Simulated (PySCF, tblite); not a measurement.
# 2-pyridinemethanol: a rotation path, then NMR shifts on frames

How do NMR shifts of 2-pyridinemethanol (`OCc1ccccn1`) change as the atoms move?

The runs use tblite 0.8.0 and PySCF 2.14.0, with density-fitted response routines of our own; the level of theory stands in each step. All values are computed, except where a source is named. Atoms count from 0, in the outputs and in this text.

## Step 1: Starting geometry

15 atoms, charge 0, multiplicity 1; geometry from: GFN2-xTB.

Bonds of the start (Å): O0–C1 1.40, C1–C2 1.50, C2–C3 1.39, C3–C4 1.38, C4–C5 1.39, C5–C6 1.38, C6–N7 1.32, N7–C2 1.33, O0–H8 0.97, C1–H9 1.10, C1–H10 1.10, C3–H11 1.08, C4–H12 1.08, C5–H13 1.08, C6–H14 1.08.

## Step 2: A band between two rotamers with GFN2-xTB

Job settings and geometry (Å):

```
{"job": {"kind": "neb", "xc": "GFN2-xTB", "basis": "xTB", "atoms": [7, 2, 1, 0], "turn": 120}, "charge": 0, "multiplicity": 1}
O      2.813082     0.270792     0.591685
C      1.845337    -0.739419     0.588329
C      0.489549    -0.241388     0.165502
C     -0.616846    -1.083639     0.091857
C     -1.826971    -0.547263    -0.307021
C     -1.895984     0.804470    -0.616505
C     -0.739626     1.557156    -0.512129
N      0.420644     1.048749    -0.132131
H      2.357232     1.082113     0.312020
H      2.161525    -1.542788    -0.094644
H      1.769817    -1.173575     1.597156
H     -0.522061    -2.129084     0.342083
H     -2.706357    -1.170633    -0.377242
H     -2.822978     1.257740    -0.929442
H     -0.730775     2.614759    -0.741430
```

Level: GFN2-xTB climbing-image nudged elastic band, gas phase.

The run is started by

```
$ OMP_NUM_THREADS=1 python probes_run.py task.json out
```

This one command runs all jobs of the session in turn.

The log of the run:

```text
image   E - E0 / eV
  0      -0.0000
  1       0.0073
  2       0.0333
  3       0.0641
  4       0.0843
  5       0.0924
  6       0.0916
  7       0.0860
  8       0.0785
```

Run time: 14 s. Hardware: 1 thread of Intel Xeon at 2.50GHz, shared host; peak memory 0.18 GiB.

The final band, with the dihedral N7–C2–C1–O0:

```tsv
image	dihedral (°)	energy (eV)	energy (kcal/mol)
0	0	0.000	0.0
1	21	0.007	0.2
2	40	0.033	0.8
3	59	0.064	1.5
4	77	0.084	1.9
5	95	0.092	2.1
6	112	0.092	2.1
7	127	0.086	2.0
8	138	0.078	1.8
```

## Step 3: Shielding tensors: image 0, PBE0/pcSseg-1

Job settings and geometry (Å):

```
{"job": {"kind": "nmr", "xc": "PBE0", "basis": "pcSseg-1", "pop": false}, "charge": 0, "multiplicity": 1}
O      2.813100     0.270800     0.591700
C      1.845300    -0.739400     0.588300
C      0.489500    -0.241400     0.165500
C     -0.616800    -1.083600     0.091900
C     -1.827000    -0.547300    -0.307000
C     -1.896000     0.804500    -0.616500
C     -0.739600     1.557200    -0.512100
N      0.420600     1.048700    -0.132100
H      2.357200     1.082100     0.312000
H      2.161500    -1.542800    -0.094600
H      1.769800    -1.173600     1.597200
H     -0.522100    -2.129100     0.342100
H     -2.706400    -1.170600    -0.377200
H     -2.823000     1.257700    -0.929400
H     -0.730800     2.614800    -0.741400
```

Level: GIAO PBE0/pcSseg-1 NMR shielding, non-relativistic, gas phase.

The log of the run:

```text
coarse grid: 13008 points
cycle   1  E = -362.2217900188  dE =  1.451e+00  |g| = 6.434e-01  |ddm| = 3.681e+00
cycle   2  E = -362.1582932743  dE =  6.350e-02  |g| = 8.905e-01  |ddm| = 1.330e+00
cycle   3  E = -362.3009657712  dE = -1.427e-01  |g| = 7.942e-02  |ddm| = 8.186e-01
cycle   4  E = -362.3020125699  dE = -1.047e-03  |g| = 4.258e-02  |ddm| = 1.088e-01
cycle   5  E = -362.3024415720  dE = -4.290e-04  |g| = 1.474e-02  |ddm| = 5.196e-02
cycle   6  E = -362.3024959113  dE = -5.434e-05  |g| = 3.688e-03  |ddm| = 1.564e-02
cycle   7  E = -362.3024992480  dE = -3.337e-06  |g| = 4.957e-04  |ddm| = 3.503e-03
final grid: 127056 points
cycle   8  E = -362.3578697174  dE = -3.488e-05  |g| = 8.724e-03  |ddm| = 3.466e-02
cycle   9  E = -362.3578613506  dE =  8.367e-06  |g| = 1.118e-02  |ddm| = 1.630e-02
cycle  10  E = -362.3578860107  dE = -2.466e-05  |g| = 1.251e-03  |ddm| = 9.189e-03
cycle  11  E = -362.3578863241  dE = -3.134e-07  |g| = 2.279e-04  |ddm| = 1.109e-03
cycle  12  E = -362.3578863297  dE = -5.616e-09  |g| = 1.703e-04  |ddm| = 3.560e-04
cycle  13  E = -362.3578863374  dE = -7.672e-09  |g| = 2.120e-05  |ddm| = 1.770e-04
cycle  14  E = -362.3578863375  dE = -8.777e-11  |g| = 9.126e-06  |ddm| = 2.647e-05
converged SCF energy = -362.3578863375

GIAO shielding tensors (ppm)
atom      isotropic    diamagn.    paramagn.     s11        s22        s33       span
  0 O      334.676     387.327     -52.651    304.431    311.247    388.350     83.918
  1 C      119.910     242.830    -122.920     95.820    106.923    156.988     61.167
  2 C       20.574     257.760    -237.186    -77.205    -10.345    149.274    226.479
  3 C       61.327     255.709    -194.383    -45.418     54.467    174.932    220.350
  4 C       44.378     252.535    -208.156    -70.509     21.702    181.942    252.451
  5 C       60.390     257.701    -197.311    -50.442     54.044    177.568    228.010
  6 C       32.941     248.971    -216.030    -74.844     25.588    148.079    222.923
  7 N      -58.889     332.933    -391.822   -326.876   -157.191    307.399    634.275
  8 H       27.337      33.005      -5.668     14.507     26.060     41.446     26.939
  9 H       26.495      28.066      -1.571     21.092     26.832     31.561     10.469
 10 H       26.492      28.064      -1.572     21.085     26.830     31.562     10.476
 11 H       24.379      32.679      -8.299     21.037     23.326     28.776      7.740
 12 H       23.748      30.411      -6.663     20.611     23.856     26.776      6.166
 13 H       24.349      30.446      -6.097     21.675     24.193     27.180      5.505
 14 H       22.849      29.896      -7.046     18.543     23.434     26.572      8.030
```

Wall time 54 s (1 thread of Intel Xeon at 2.50GHz, shared host); peak memory 0.76 GiB.

Shifts follow as δ = σ(reference) − σ, with reference shieldings (ppm) from runs at the same level and on the same kind of geometry: 1H TMS 31.72, 13C TMS 186.9, 15N NH3 267.7, 17O H2O 336.1. The references are single molecules in the gas phase, so shifts against H2O, NH3, PH3, H3PO4 or CFCl3 are not on the usual liquid scales and can be off by tens of ppm. Each atom is listed at this fixed geometry, with no averaging over motion; a spectrum would average atoms that exchange fast.

```tsv
atoms	environment	σ (ppm)	δ (ppm)
C2	substituted aromatic carbon next to a ring nitrogen	20.6	166.4
C6	aromatic CH next to a ring nitrogen	32.9	154.0
C4	aromatic CH	44.4	142.5
C5	aromatic CH	60.4	126.5
C3	aromatic CH	61.3	125.6
C1	sp3 CH2 bonded to O, on an aromatic ring	119.9	67.0
H14	hydrogen on an aromatic CH next to a ring nitrogen	22.85	8.87
H12	hydrogen on an aromatic CH	23.75	7.97
H13	hydrogen on an aromatic CH	24.35	7.37
H11	hydrogen on an aromatic CH	24.38	7.34
H10	hydrogen on an sp3 CH2 bonded to O, on an aromatic ring	26.49	5.22
H9	hydrogen on an sp3 CH2 bonded to O, on an aromatic ring	26.49	5.22
H8	hydrogen on an alcohol oxygen	27.34	4.38
O0	alcohol oxygen	334.7	1.4
N7	pyridine-type ring nitrogen	-58.9	326.6
```

Ring of atoms C2, C3, C4, C5, C6, N7: NICS(0) -7.0, NICS(1) -11.0, NICS(1)zz -28.0 ppm (means of both faces).

## Step 4: NMR shieldings: image 2, PBE0/pcSseg-1

Job settings and geometry (Å):

```
{"job": {"kind": "nmr", "xc": "PBE0", "basis": "pcSseg-1", "pop": false}, "charge": 0, "multiplicity": 1}
O      2.609700     0.238700     1.147100
C      1.865400    -0.745800     0.481000
C      0.491100    -0.254500     0.102900
C     -0.646100    -1.047100     0.208800
C     -1.864900    -0.508500    -0.167200
C     -1.905400     0.792800    -0.644500
C     -0.716100     1.500700    -0.710000
N      0.447300     0.996500    -0.341200
H      2.390200     1.081100     0.724500
H      2.385200    -1.052000    -0.444600
H      1.804100    -1.614100     1.141200
H     -0.573400    -2.055400     0.586500
H     -2.770500    -1.091900    -0.083700
H     -2.834500     1.247300    -0.950400
H     -0.686500     2.520300    -1.072200
```

Level: GIAO PBE0/pcSseg-1 NMR shielding, non-relativistic, gas phase.

The log of the run:

```text
coarse grid: 13008 points
cycle   1  E = -362.2214448062  dE =  1.435e+00  |g| = 6.364e-01  |ddm| = 3.686e+00
cycle   2  E = -362.1627672369  dE =  5.868e-02  |g| = 8.729e-01  |ddm| = 1.514e+00
cycle   3  E = -362.2995126743  dE = -1.367e-01  |g| = 7.594e-02  |ddm| = 9.599e-01
cycle   4  E = -362.3004891161  dE = -9.764e-04  |g| = 3.788e-02  |ddm| = 1.048e-01
cycle   5  E = -362.3008179355  dE = -3.288e-04  |g| = 1.384e-02  |ddm| = 4.991e-02
cycle   6  E = -362.3008653784  dE = -4.744e-05  |g| = 3.929e-03  |ddm| = 1.536e-02
cycle   7  E = -362.3008692652  dE = -3.887e-06  |g| = 4.797e-04  |ddm| = 3.656e-03
final grid: 127056 points
cycle   8  E = -362.3561321777  dE = -3.548e-05  |g| = 9.198e-03  |ddm| = 3.839e-02
cycle   9  E = -362.3561223316  dE =  9.846e-06  |g| = 1.194e-02  |ddm| = 1.880e-02
cycle  10  E = -362.3561499913  dE = -2.766e-05  |g| = 1.335e-03  |ddm| = 1.119e-02
cycle  11  E = -362.3561503555  dE = -3.642e-07  |g| = 2.752e-04  |ddm| = 1.286e-03
cycle  12  E = -362.3561503658  dE = -1.029e-08  |g| = 1.846e-04  |ddm| = 4.096e-04
cycle  13  E = -362.3561503744  dE = -8.613e-09  |g| = 2.205e-05  |ddm| = 1.951e-04
cycle  14  E = -362.3561503745  dE = -9.186e-11  |g| = 8.594e-06  |ddm| = 2.427e-05
converged SCF energy = -362.3561503745

GIAO shielding tensors (ppm)
atom      isotropic    diamagn.    paramagn.     s11        s22        s33       span
  0 O      315.076     387.801     -72.725    261.777    309.787    373.663    111.885
  1 C      117.473     241.538    -124.065    101.522    104.017    146.881     45.358
  2 C       18.524     257.644    -239.120    -80.518    -12.858    148.948    229.466
  3 C       60.960     255.573    -194.612    -44.374     56.731    170.524    214.898
  4 C       44.113     252.473    -208.360    -70.329     21.422    181.244    251.573
  5 C       60.017     257.874    -197.857    -51.129     53.033    178.146    229.275
  6 C       31.640     249.777    -218.137    -76.996     24.348    147.569    224.565
  7 N      -70.410     333.431    -403.841   -354.973   -161.635    305.378    660.351
  8 H       28.801      32.421      -3.620     17.068     27.494     41.840     24.771
  9 H       26.569      27.902      -1.333     22.496     26.427     30.783      8.287
 10 H       27.025      28.905      -1.881     22.570     26.873     31.631      9.061
 11 H       24.383      32.761      -8.378     21.073     23.570     28.505      7.432
 12 H       23.780      30.417      -6.637     20.661     23.875     26.805      6.144
 13 H       24.367      30.514      -6.147     21.754     24.109     27.238      5.485
 14 H       22.796      30.040      -7.244     18.572     23.307     26.508      7.936
```

It took 56 s on 1 thread of Intel Xeon at 2.50GHz, shared host; peak memory 0.78 GiB.

Key values: δ C2 168.4, C6 155.3, C4 142.8, C5 126.9, H14 8.92, H12 7.94 ppm.

(Part 1 of 2 ends here.)
